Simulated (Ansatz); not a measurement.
# C4H11Ga: small, medium and large basis sets

The task here is to estimate one member of a computed series from the others.

The runs use Ansatz 0.2.0, Gaussian basis; one geometry, several basis sets.

Levels to be run: PBE0-D4/def2-SVP; ωB97M-V/def2-SVP; PBE0-D4/def2-QZVPP; ωB97M-V/def2-QZVPP; the functionals' def2-TZVPP values are taken from earlier runs.

## The geometry

All runs share one geometry, relaxed beforehand with PBE0-D4 in a triple-zeta def2 set.

16 atoms, charge 0, spin multiplicity 1.

Atoms are counted from 1 here; the program's logs count them from 0.

Bond lengths: C1–C2 1.524 Å, C1–H6 1.094 Å, C1–H7 1.099 Å, C1–H8 1.094 Å, C2–C3 1.530 Å, C2–C4 1.524 Å, C2–Ga5 1.997 Å, C3–H9 1.095 Å, C3–H10 1.095 Å, C3–H11 1.099 Å, C4–H12 1.094 Å, C4–H13 1.099 Å, C4–H14 1.094 Å, Ga5–H15 1.578 Å, Ga5–H16 1.577 Å. Angles: C2–C1–H6 112.0°, C2–C1–H7 110.4°, C2–C1–H8 112.1°, H6–C1–H7 107.4°, H6–C1–H8 107.6°, H7–C1–H8 107.1°, C1–C2–C3 109.4°, C1–C2–C4 110.1°, C1–C2–Ga5 111.1°, C3–C2–C4 109.4°, C3–C2–Ga5 105.5°, C4–C2–Ga5 111.1°, C2–C3–H9 112.4°, C2–C3–H10 112.4°, C2–C3–H11 110.1°, H9–C3–H10 108.0°, H9–C3–H11 106.9°, H10–C3–H11 106.9° and more.

Set-up of the first run:

The input, in.yaml:

```yaml
crystal:
  periodic: [false, false, false]
  atoms:
    - {symbol: C, position_ang: [-0.029509, 1.060456, -1.126432]}
    - {symbol: C, position_ang: [-0.023874, -0.003033, -0.035253]}
    - {symbol: C, position_ang: [1.397625, -0.170056, 0.504282]}
    - {symbol: C, position_ang: [-0.511624, -1.332849, -0.596946]}
    - {symbol: Ga, position_ang: [-1.126414, 0.565489, 1.529802]}
    - {symbol: H, position_ang: [0.313322, 2.030444, -0.755480]}
    - {symbol: H, position_ang: [0.637624, 0.767937, -1.949433]}
    - {symbol: H, position_ang: [-1.025741, 1.204451, -1.555469]}
    - {symbol: H, position_ang: [1.459239, -0.934287, 1.286170]}
    - {symbol: H, position_ang: [1.801465, 0.763483, 0.909973]}
    - {symbol: H, position_ang: [2.073060, -0.485283, -0.303771]}
    - {symbol: H, position_ang: [-1.521863, -1.258930, -1.010682]}
    - {symbol: H, position_ang: [0.146861, -1.669373, -1.410050]}
    - {symbol: H, position_ang: [-0.522852, -2.119502, 0.162664]}
    - {symbol: H, position_ang: [-1.270553, 2.095371, 1.886599]}
    - {symbol: H, position_ang: [-1.796764, -0.514308, 2.464027]}
basis:
  gaussian: {orbitals: def2-SVP}
hamiltonian: {xc: pbe0, dispersion: d4}
output: {orbitals: {seedname: orbitals}}
```

The run is started by

```console
$ ansatz run in.yaml --threads 4 --pin off --events-out ev --progress --plain --max-ram 10444MiB
```

Among the steps run: PBE0-D4 in def2-SVP; ωB97M-V in def2-SVP; PBE0-D4 in def2-QZVPP; ωB97M-V in def2-QZVPP.

One table of the session follows, with a row left open; its other results are not shown here.

It belongs to the step «Density functionals: the series». 

```
functional       basis  HOMO (eV)  LUMO (eV)
   PBE0-D4    def2-SVP      -6.94      -1.37
   PBE0-D4  def2-TZVPP          ?          ?
   PBE0-D4  def2-QZVPP      -6.96      -1.45
   ωB97M-V    def2-SVP      -9.07       0.32
   ωB97M-V  def2-TZVPP      -9.10       0.24
   ωB97M-V  def2-QZVPP      -9.11       0.06
```

Q: Estimate the row for PBE0-D4, def2-TZVPP from the others.

**Answer.** HOMO (eV): -6.95; LUMO (eV): -1.41. In the column «HOMO (eV)» it lies between PBE0-D4, def2-QZVPP (-6.96) and PBE0-D4, def2-SVP (-6.94).
